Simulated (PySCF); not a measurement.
**C₃H₆BrNSi₂: electronic excitations**

What electronic excitations should C₃H₆BrNSi₂ (`C#C[Si@@]1(Br)CN[SiH2]1`) show?

Computed with PySCF 2.14.0, with density-fitted response routines of our own, on a single molecule in the gas phase. Atoms count from 0, in the outputs and in this text.

**1. Starting geometry**

13 atoms, charge 0, multiplicity 1; geometry from: GFN2-xTB.

Bonds of the start (Å): C0–C1 1.20, C1–Si2 1.85, Si2–Br3 2.26, Si2–C4 1.93, C4–N5 1.46, N5–Si6 1.72, Si6–Si2 2.33, C0–H7 1.05, C4–H8 1.09, C4–H9 1.10, N5–H10 1.01, Si6–H11 1.47, Si6–H12 1.46.

**2. Excited states and response: B3LYP/def2-SVPD**

What the job is given:

```
{"job": {"kind": "uv", "xc": "B3LYP", "basis": "def2-SVPD", "nstates": 8, "ntriplets": 3}, "charge": 0, "multiplicity": 1}
C      3.323058    -0.100778    -0.004790
C      2.155756    -0.019757    -0.283781
Si     0.377570     0.187686    -0.751703
Br     0.391131    -0.085430    -2.997599
C     -0.728772    -1.154507     0.080381
N     -1.593298    -0.209335     0.780939
Si    -1.259184     1.418318     0.352053
H      4.341749    -0.189242     0.244106
H     -0.215840    -1.816337     0.783754
H     -1.296967    -1.786664    -0.610015
H     -2.342850    -0.590128     1.333424
H     -2.294783     2.097521    -0.435149
H     -0.861958     2.249140     1.490652
```

Level: TDDFT B3LYP/def2-SVPD, vertical, gas phase, core orbitals frozen in the response.

Run with:

```sh
$ OMP_NUM_THREADS=1 python probes_run.py task.json out
```

This one command runs all jobs of the session in turn.

The program printed:

```text
coarse grid: 55648 points
cycle   1  E = -3325.1855391490  dE = -3.035e-01  |g| = 5.511e-01  |ddm| = 8.752e+00
cycle   2  E = -3325.1111266509  dE =  7.441e-02  |g| = 7.703e-01  |ddm| = 2.459e+00
cycle   3  E = -3325.2587776193  dE = -1.477e-01  |g| = 1.255e-01  |ddm| = 1.147e+00
cycle   4  E = -3325.2621798599  dE = -3.402e-03  |g| = 4.166e-02  |ddm| = 2.152e-01
cycle   5  E = -3325.2625624883  dE = -3.826e-04  |g| = 1.862e-02  |ddm| = 8.568e-02
cycle   6  E = -3325.2626269120  dE = -6.442e-05  |g| = 1.054e-02  |ddm| = 3.374e-02
cycle   7  E = -3325.2626544849  dE = -2.757e-05  |g| = 1.082e-03  |ddm| = 1.349e-02
cycle   8  E = -3325.2626548262  dE = -3.413e-07  |g| = 2.259e-04  |ddm| = 2.980e-03
final grid: 113776 points
cycle   9  E = -3325.2626390735  dE = -4.865e-08  |g| = 2.930e-04  |ddm| = 8.084e-03
cycle  10  E = -3325.2626390481  dE =  2.535e-08  |g| = 4.241e-04  |ddm| = 1.376e-03
cycle  11  E = -3325.2626391004  dE = -5.229e-08  |g| = 5.135e-05  |ddm| = 7.231e-04
cycle  12  E = -3325.2626391010  dE = -5.966e-10  |g| = 1.817e-05  |ddm| = 9.148e-05
converged SCF energy = -3325.2626391010

Static polarisability (au): isotropic 117.860, principal 97.207 118.249 138.124

Singlet excitations
state   eV       nm        f      main configurations
  1   4.7216    262.6   0.00054   H->L 0.85, H->L+1 0.14
  2   4.8279    256.8   0.00156   H->L+1 0.81, H->L 0.14
  3   5.1997    238.4   0.01049   H-1->L 0.86, H-1->L+1 0.08
  4   5.2677    235.4   0.00359   H->L+2 0.93
  5   5.5757    222.4   0.03382   H-2->L 0.57, H-1->L+1 0.34
  6   5.6752    218.5   0.05489   H-2->L+1 0.29, H-1->L+1 0.22, H-4->L+1 0.17
  7   5.8234    212.9   0.07612   H-2->L+1 0.34, H-3->L 0.21, H-1->L+1 0.13
  8   5.8446    212.1   0.05799   H-3->L 0.61, H-2->L 0.14, H-1->L+1 0.13

Triplet excitations (Tamm-Dancoff, eV): 4.5508 4.6716 4.7346
```

Run time: 97 s. Hardware: 1 thread of Arm Neoverse N1, shared host; peak memory 0.86 GiB.

The orbitals next to the gap, with their largest atomic shares:

```
orbital     eV                         atoms
 HOMO−3  -8.18    Br3 43 %, C1 22 %, C0 21 %
 HOMO−2  -7.86    Br3 66 %, C1 14 %, C0 12 %
 HOMO−1  -7.39  Br3 28 %, Si2 18 %, Si6 17 %
   HOMO  -6.77    N5 56 %, C4 12 %, Si6 10 %
   LUMO  -1.20   Br3 25 %, Si2 25 %, C1 14 %
 LUMO+1  -1.03   Si6 21 %, C1 19 %, Si2 19 %
 LUMO+2  -0.49    Si6 24 %, Si2 18 %, C4 9 %
```

With each of the 8 states as a Gaussian band of 0.4 eV half-width at 1/e, the curve within the window shown has maxima at 216 nm (ε 8,600) L/(mol cm). Beyond the last state computed it falls off for lack of states. The curve at chosen wavelengths:

(nm, ε (L/mol/cm)): (202, 3700), (206, 5736), (210, 7509), (214, 8478), (218, 8421), (222, 7498), (226, 6095), (230, 4608), (234, 3304), (238, 2290), (242, 1562), (246, 1063), (250, 728), (253, 551), (257, 384), (261, 269), (265, 189), (269, 134), (273, 94), (277, 65), (281, 45), (285, 31), (289, 20), (293, 13), (297, 9), (301, 5)

Leading natural transition orbitals of singlet state 7: the hole lies on Br3 36 %; C0, C1 about 24 % each; the particle on C0, C1 about 20 % each; Si2 20 %; Si6 10 %.

Leading natural transition orbitals of singlet state 1: the hole lies on N5 59 %; 4 H atoms about 7 % each; the particle on Si2 29 %; Br3 18 %; Si6 11 %.

Further results of this job:

```
           property  computed
  dipole moment (D)      2.21
polarisability (Å³)     17.47
 HOMO–LUMO gap (eV)      5.58
      −ε(HOMO) (eV)      6.77
```

The fields below are evaluated on a grid from the run's orbitals.

Frontier orbitals at B3LYP/def2-SVPD, with the share of their density that lies nearest to each atom:

```csv
orbital,energy (eV),lies on
HOMO,-6.77,N5 59 %; 4 H atoms about 7 % each
LUMO,-1.20,"Si2 30 %; Br3 22 %; C0, C1 about 12 % each"
```

ELF in a plane through or near 5 of the atoms.

Ten even steps from ' ' (0.00) to '@' (1.00):
```
                                                        
                                                        
                              ..--::                    
                            ==@@@@@@++                  
                            ##@@@@@@%%::                
              ......        **@@@@@@@@--                
        ....::--==--..      --@@@@@@##::                
      ::@@@@##******==::    ..::----..                  
      ++@@@@@@**####**==    ..::++++::                  
      ++@@@@@@++%%%%**==      ==%%##==::                
      ..##%%##**####**--  ....==**--%%##::              
          ..--++++++::  ..++++++##**@@@@++              
            ..----::    ==@@@@**==--##%%--              
                        ##@@@@%%::                      
                        **@@%%==..                      
                          ::..                          
                                                        
                                                        
                                                        
                                                        
```
The map spans 13.7 Å across and 9.8 Å up, centred on the molecule. Atoms in the plane (x, y in Å): N5 (1.6, -0.3), H7 (-4.2, 0.6), H8 (0.1, -1.6), H10 (2.4, -0.7), H12 (1.4, 2.3).

On the surface of density 0.002 e/bohr³ the electrostatic potential runs, from the 1st to the 99th percentile, from -0.70 V near C1 to 1.63 V near H10.

**3. Results**

| quantity | value |
| --- | --- |
| lowest singlet (B3LYP/def2-SVPD) | 4.72 eV (263 nm), f = 0.001 |
| brightest single state of those computed | state 7, 5.82 eV, f = 0.076 |
| lowest triplet | 4.55 eV |
| surface potential, 1st and 99th percentile | -0.70 V and 1.63 V |

The first singlet state (HOMO→LUMO 0.85, HOMO→LUMO+1 0.14) lies at 4.72 eV and is dark; of the 8 states computed, the strongest absorption comes from states 7 to 8 together at 5.82 eV (the last computed, so partners may be missing). The lowest triplet lies 0.17 eV below the lowest singlet (triplets in Tamm-Dancoff, singlets in full TDDFT). By nearest atom (B3LYP/def2-SVPD), the HOMO sits on N5 59 %; 4 H atoms about 7 % each and the LUMO on Si2 30 %; Br3 22 %.
